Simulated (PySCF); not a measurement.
# C4H5F3SSi: the cost of one run

Programs: PySCF 2.14.0, with routines of our own; each step states its level. All values are computed. Atoms count from 0.

## (1) The system as given

14 atoms, charge 0, multiplicity 1; geometry from: GFN2-xTB.

## (2) Magnetic properties: GIAO PBE/pcSseg-1

Job settings and geometry (Å):

```
{"job": {"kind": "mag", "xc": "PBE", "basis": "pcSseg-1", "isotopologues": 0}, "charge": 0, "multiplicity": 1}
F      2.806960    -0.984757     0.867886
C      2.296583    -0.317314    -0.181489
F      2.669796    -0.994809    -1.278675
F      2.944348     0.857602    -0.227807
C      0.809784    -0.144940    -0.079435
C      0.202915     1.039353     0.054493
Si    -1.660797     0.952513     0.186071
C     -1.759868    -0.959008     0.040062
S     -0.078467    -1.645510    -0.128152
H      0.792266     1.940468     0.080041
H     -2.168020     1.389422     1.487321
H     -2.341901     1.592858    -0.939364
H     -2.316233    -1.292355    -0.832259
H     -2.198045    -1.433995     0.914206
```

Method: GIAO PBE/pcSseg-1 magnetisability, rotational g tensor and spin-rotation constants, non-relativistic, gas phase.

Launch:

```sh
$ OMP_NUM_THREADS=1 python excited_run.py task.json out
```

The driver reads the jobs from task.json and runs them one after another.

**Question.** How long does this first job take on 1 thread of Arm Neoverse V1, shared host, and how much memory does it need?

About 45 s, with a peak of 0.71 GiB.
